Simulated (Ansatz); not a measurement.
# CrO: the cost of one run

Program: Ansatz 0.2.0. Level of theory: the levels named in each step. These are calculated values, not measurements.

## (1) Starting point

Bond lengths: O1–Cr2 1.648 Å.

As a file:

```xyz
2

O     0.0000    0.0000    0.0000
Cr    0.0000    0.0000    1.6485
```

## (2) A rough first relaxation, PBE-D4/def2-SVP

This run stands in another session on the same molecule. It ended at:

```xyz
2

O     0.0000    0.0000    0.0291
Cr    0.0000    0.0000    1.6194
```

## (3) Relaxation, PBE0-D4/def2-TZVPP

This run stands in another session on the same molecule. It ended at:

```xyz
2

O     0.0000    0.0000    0.0216
Cr    0.0000    0.0000    1.6269
```

## (4) Frequencies, PBE0-D4/def2-TZVPP

The input, input.yaml:

```yaml
crystal:
  periodic: [false, false, false]
  atoms:
    - { symbol: O, position_ang: [0.0, 0.0, 0.02162298] }
    - { symbol: Cr, position_ang: [0.0, 0.0, 1.62685702] }
magnetization:
  spin_polarized: true
  initial_magnetization: 4
basis:
  gaussian: { orbitals: def2-TZVPP }
hamiltonian:
  xc: pbe0
  dispersion: d4
phonons: {}
```

Command:

```console
> ansatz run input.yaml --threads 2 --pin off --max-ram 5120MiB --backend cpu --events-out ev --progress --plain --runs-dir out
```

What time and memory should one allow on 2 threads of AMD EPYC (Zen 3), shared host?

About 78 s, with a peak of 0.2 GiB.
